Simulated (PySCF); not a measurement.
# PdH₃: relaxation and vibrations of the doublet

Aim: relax PdH₃ as a doublet from a PBE0 minimum start, check by its vibrations whether the end is a minimum, and collect its spectrum and constants.

Computed with PySCF 2.14.0. Level: PBE0, basis Pd def2-TZVP with ECP28, H def2-TZVP, scalar-relativistic core potentials, no spin–orbit coupling, density fitting.

### 1 Starting geometry

4 atoms, charge 0, spin multiplicity 2.

Bond lengths: Pd1–H2 1.816 Å, Pd1–H3 1.819 Å, Pd1–H4 1.571 Å, H2–H3 0.809 Å. Angles: H2–Pd1–H3 25.7°, H2–Pd1–H4 108.4°, H3–Pd1–H4 108.5°, Pd1–H2–H3 77.3°, Pd1–H3–H2 77.0°.

```xyz
4
charge 0 multiplicity 2
Pd   -0.0140    0.0280    0.0000
H     0.0000   -1.7428   -0.4045
H    -0.0019   -1.7451    0.4048
H     1.4689    0.5482   -0.0005
```

### 2 The SCF at the typed geometry

One driver script runs all steps and calls PySCF; scf.py shows how it sets up the SCF of each step. The optimiser is the driver's own. After this first run the driver tries any further starts and a stability analysis.

scf.py

```python
from pyscf import gto, scf, dft
mol = gto.M(atom='''
Pd    -0.013960     0.027980     0.000000
H     -0.000000    -1.742790    -0.404460
H     -0.001860    -1.745090     0.404840
H      1.468860     0.548210    -0.000510''',
    basis={'Pd': 'def2-TZVP', 'H': 'def2-TZVP'},
    ecp={'Pd': 'def2-TZVP'},
    charge=0, spin=1)
mf = dft.UKS(mol, xc='PBE0')
mf.grids.atom_grid = (50, 194)
aux = {'Pd': 'def2-universal-JKFIT', 'H': 'def2-universal-JKFIT'}
mf = mf.density_fit(auxbasis=aux)
mf.conv_tol = 1e-08
mf.diis_space = 10
mf.max_cycle = 60
mf.init_guess = 'minao'
mf.verbose = 4
mf.kernel()
```

The run is started by

```sh
$ OMP_NUM_THREADS=2 python axn.py task.json out
```

Output:

```text
init E= -120.094553224048
[... the frontier-level lines of each cycle are left out ...]
cycle= 1 E= -128.252207681151  delta_E= -8.16  |g|= 2.02  |ddm|= 3.07
cycle= 2 E= -112.063442470533  delta_E= 16.2  |g|=  4.1  |ddm|= 12.5
cycle= 3 E= -129.04808434944  delta_E=  -17  |g|= 1.14  |ddm|= 12.4
cycle= 4 E= -129.583735366762  delta_E= -0.536  |g|= 0.309  |ddm|= 1.15
cycle= 5 E= -129.619749580563  delta_E= -0.036  |g|= 0.114  |ddm|= 0.233
cycle= 6 E= -129.623718624329  delta_E= -0.00397  |g|= 0.0517  |ddm|= 0.0676
cycle= 7 E= -129.625053655134  delta_E= -0.00134  |g|= 0.0113  |ddm|= 0.0518
cycle= 8 E= -129.625199518574  delta_E= -0.000146  |g|= 0.00518  |ddm|= 0.0192
cycle= 9 E= -129.625235545846  delta_E= -3.6e-05  |g|= 0.00138  |ddm|= 0.011
cycle= 10 E= -129.625243454306  delta_E= -7.91e-06  |g|= 0.000481  |ddm|= 0.00712
cycle= 11 E= -129.625243925377  delta_E= -4.71e-07  |g|= 0.000211  |ddm|= 0.00168
cycle= 12 E= -129.62524404092  delta_E= -1.16e-07  |g|= 5.45e-05  |ddm|= 0.0008
cycle= 13 E= -129.625244065468  delta_E= -2.45e-08  |g|= 2.06e-05  |ddm|= 0.000446
cycle= 14 E= -129.625244067364  delta_E= -1.9e-09  |g|= 4.8e-06  |ddm|= 0.000137
Extra cycle  E= -129.625244067414  delta_E= -4.95e-11  |g|= 4.48e-06  |ddm|= 1.57e-05
converged SCF energy = -129.625244067414  <S^2> = 0.75318433  2S+1 = 2.0031818
```

This step, with its further starts and checks, took 5.7 s on 2 threads of Arm Neoverse V1, shared host.

The starts that the driver tried:

| start | energy (Eh) |
| --- | --- |
| the minimal-basis guess | -129.625244 |
| a thermally smeared density | -129.625244 |
| a smeared PBE density | -129.625244 |

No lower solution of this spin turned up from the other starts or in the test of internal stability.

### 3 PBE0 minimum start, doublet: relaxation

The program finds Cs symmetry in the start, which this walk keeps. Threshold on the gradient: 0.0003 Eh/bohr, with a further test on the energy change.

Changes to scf.py since step 2:

```diff
@@ -3,4 +3,4 @@
-Pd    -0.013960     0.027980     0.000000
-H     -0.000000    -1.742790    -0.404460
-H     -0.001860    -1.745090     0.404840
-H      1.468860     0.548210    -0.000510''',
+Pd    -0.013961     0.027975    -0.000000
+H     -0.000929    -1.743946    -0.404645
+H     -0.000932    -1.743944     0.404655
+H      1.468859     0.548205     0.000003''',
@@ -17 +16,0 @@
-mf.init_guess = 'minao'
```

The optimiser's trace:

```csv
step,energy (Eh),change (kJ/mol),largest symmetric gradient (Eh/bohr)
0,-129.625244,0.00,0.00007
```

The walk took 0.8 s.

Geometry (Å) and forces (eV/Å) at some steps:

```
step 0
Pd  -0.014   0.028   0.000   0.003   0.004   0.000
H   -0.001  -1.744  -0.405  -0.001  -0.002   0.004
H   -0.001  -1.744   0.405  -0.001  -0.002  -0.004
H    1.469   0.548   0.000  -0.002   0.001   0.000
```

End point (Cs, 0 steps, 0.0 kJ/mol gained): H–H 0.809 Å, Pd–H 1.571 Å, Pd–H 1.818 Å (×2); H–H–Pd 77.1° (×2), H–Pd–H 25.7°, H–Pd–H 108.4° (×2).

### 4 Hessian and properties

On the finer grid the gradient is checked again; gradients at displacements of ±0.02 bohr then give force constants and infrared intensities.

Changes to scf.py since step 3:

```diff
@@ -3,4 +3,4 @@
-Pd    -0.013961     0.027975    -0.000000
-H     -0.000929    -1.743946    -0.404645
-H     -0.000932    -1.743944     0.404655
-H      1.468859     0.548205     0.000003''',
+Pd    -0.012414     0.027969    -0.000000
+H     -0.001926    -1.745223    -0.404394
+H     -0.001928    -1.745221     0.404403
+H      1.469306     0.550766     0.000003''',
@@ -11 +11 @@
-mf.grids.atom_grid = (50, 194)
+mf.grids.atom_grid = (75, 302)
@@ -14 +14 @@
-mf.conv_tol = 1e-08
+mf.conv_tol = 1e-10
```

The driver hands on the density of the step before, so the log starts near convergence.

Log of the central SCF (cycles and frontier levels):

```text
init E= -129.625239519299
[... the frontier-level lines of each cycle are left out ...]
cycle= 1 E= -129.625239519297  delta_E= 1.93e-12  |g|= 2.98e-06  |ddm|= 2.64e-06
Extra cycle  E= -129.625239519287  delta_E= 9.78e-12  |g|= 6.32e-06  |ddm|= 5.52e-06
converged SCF energy = -129.625239519287  <S^2> = 0.75317473  2S+1 = 2.0031722
```

The whole step took 29 s.

Geometry: Cs; H–H 0.809 Å, Pd–H 1.571 Å, Pd–H 1.819 Å (×2); H–H–Pd 77.2° (×2), H–Pd–H 25.7°, H–Pd–H 108.6° (×2).

Modes, for the most abundant isotopes:

```tsv
symmetry	ω (cm⁻¹)	IR (km/mol)	μ (u)
a''	297	12.7	1.01
a'	374	27.0	1.02
a'	680	52.1	1.03
a''	1090	1.2	1.01
a'	1902	55.1	1.02
a'	3502	56.0	1.01
```

No imaginary mode, so this is a minimum.

Constants and moments:

```yaml
Dipole_moment: 2.36 D
Highest_occupied_level: -5.92 eV
Lowest_empty_level: -2.62 eV
Rotational_constants: 7.073, 2.41, 1.933 cm⁻¹
Zero-point_energy: 46.9 kJ/mol
Principal_polarisabilities: 34.9, 35.8, 40.4 bohr³
Atomisation_energy_without_zero-point_energy: 695 kJ/mol
Principal_traceless_quadrupole_moments_about_the_centre_of_mass: -1.74, -0.56, 2.30 D Å
Entropy_at_298.15_K_and_1_bar_electronic_part_spin_only: 254.4 J/(mol K)
Heat_capacity_Cp_at_298.15_K: 51.6 J/(mol K)
Enthalpy_at_298.15_K_above_0_K: 12.30 kJ/mol
Rotational_symmetry_number: 1
Spin_squared_⟨S²⟩: 0.753
```

Charges (e) and bond orders:

```json
{"atom": "Pd1", "Mulliken": "-0.03", "Löwdin": "-0.18", "polar tensor": "0.10", "spin (Mulliken)": "0.69", "Mayer order to Pd1": "–"}
{"atom": "H2,3", "Mulliken": "0.04", "Löwdin": "0.10", "polar tensor": "0.06", "spin (Mulliken)": "0.02", "Mayer order to Pd1": "0.29"}
{"atom": "H4", "Mulliken": "-0.06", "Löwdin": "-0.03", "polar tensor": "-0.22", "spin (Mulliken)": "0.26", "Mayer order to Pd1": "0.98"}
```

Mulliken populations on Pd1 (outside its core potential): s 2.58, p 6.21, d 9.24, f 0.00.

### 5 What came out

| quantity | value |
| --- | --- |
| minimum | doublet, Cs |
| geometry | H–H 0.809 Å, Pd–H 1.571 Å, Pd–H 1.819 Å (×2); H–H–Pd 77.2° (×2), H–Pd–H 25.7°, H–Pd–H 108.6° (×2) |
| wavenumbers (cm⁻¹) | 297 (a''), 374 (a'), 680 (a'), 1090 (a''), 1902 (a'), 3502 (a') |
| dipole moment | 2.36 D |
| highest occupied, lowest empty level (either spin) | -5.92, -2.62 eV |
| polar-tensor charge of Pd1 | +0.10 e |
| zero-point energy | 46.9 kJ/mol |
| entropy at 298.15 K | 254.4 J/(mol K) |
| atomisation energy (no zero-point energy) | 695 kJ/mol |
| ⟨S²⟩ | 0.753 |

**Reading.** The PBE0 minimum start keeps its Cs symmetry and ends in a minimum. In the infrared the band at 3502 cm⁻¹ (a') leads. Most of the spin sits on Pd1 (Mulliken spin 0.69, against 1 for the whole molecule). Only this shape and spin were tried, so other structures or states may lie lower. One determinant may miss the lowest occupation of an open d or f shell.

The search up to here took 36 s.
